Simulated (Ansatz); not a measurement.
**CH₆BFSSi: basis-set convergence**

One table from this session's results is given with a row withheld; the runs are named, their logs left out.

Method: one geometry, several basis sets; program: Ansatz 0.2.0, Gaussian basis.

Plan: PBE0-D4/def2-SVP; ωB97M-V/def2-SVP; PBE0-D4/def2-QZVPP; ωB97M-V/def2-QZVPP; the functionals' def2-TZVPP values are taken from earlier runs.

**The geometry**

All runs share one geometry, relaxed beforehand with PBE0-D4 in a triple-zeta def2 set.

SMILES `C[SiH2]B(F)S`, 11 atoms, charge 0, spin multiplicity 1.

Atoms are counted from 1 here; the program's logs count them from 0.

Bond lengths: C1–Si2 1.876 Å, C1–H6 1.093 Å, C1–H7 1.092 Å, C1–H8 1.093 Å, Si2–B3 2.031 Å, Si2–H9 1.491 Å, Si2–H10 1.491 Å, B3–F4 1.330 Å, B3–S5 1.804 Å, S5–H11 1.342 Å. Angles: Si2–C1–H6 111.1°, Si2–C1–H7 110.7°, Si2–C1–H8 111.1°, H6–C1–H7 107.7°, H6–C1–H8 108.4°, H7–C1–H8 107.7°, C1–Si2–B3 112.4°, C1–Si2–H9 110.0°, C1–Si2–H10 110.0°, B3–Si2–H9 108.5°, B3–Si2–H10 108.5°, H9–Si2–H10 107.2°, Si2–B3–F4 120.2°, Si2–B3–S5 124.5°, F4–B3–S5 115.3°, B3–S5–H11 95.8°.

The first run:

in.yaml

```yaml
crystal:
  periodic: [false, false, false]
  atoms:
    - {symbol: C, position_ang: [-0.915289, 1.190326, 0.114754]}
    - {symbol: Si, position_ang: [0.680634, 0.341881, 0.618095]}
    - {symbol: B, position_ang: [0.910690, -1.467644, -0.274224]}
    - {symbol: F, position_ang: [1.990729, -2.203194, -0.026320]}
    - {symbol: S, position_ang: [-0.272947, -2.196791, -1.423622]}
    - {symbol: H, position_ang: [-0.945682, 1.363619, -0.963938]}
    - {symbol: H, position_ang: [-1.009626, 2.159396, 0.609356]}
    - {symbol: H, position_ang: [-1.785029, 0.589553, 0.392524]}
    - {symbol: H, position_ang: [0.710988, 0.147876, 2.096547]}
    - {symbol: H, position_ang: [1.848391, 1.197893, 0.260319]}
    - {symbol: H, position_ang: [-1.147260, -1.179816, -1.382893]}
basis:
  gaussian: {orbitals: def2-SVP}
hamiltonian: {xc: pbe0, dispersion: d4}
output: {orbitals: {seedname: orbitals}}
```

Command:

```
$ ansatz run in.yaml --threads 4 --pin off --events-out ev --progress --plain --max-ram 10444MiB
```

Among the steps run: PBE0-D4 in def2-SVP; ωB97M-V in def2-SVP; PBE0-D4 in def2-QZVPP; ωB97M-V in def2-QZVPP.

One of the session's tables, all rows but one given; the rest of the session is left out.

It belongs to the step «Functionals by basis». 

| functional | basis | HOMO (eV) |
| --- | --- | --- |
| PBE0-D4 | def2-SVP | ? |
| PBE0-D4 | def2-TZVPP | -7.99 |
| PBE0-D4 | def2-QZVPP | -8.01 |
| ωB97M-V | def2-SVP | -10.03 |
| ωB97M-V | def2-TZVPP | -10.10 |
| ωB97M-V | def2-QZVPP | -10.12 |

Estimate the missing values for PBE0-D4, def2-SVP.

**Answer.** HOMO (eV): -7.96. In the column «HOMO (eV)» it is the highest.
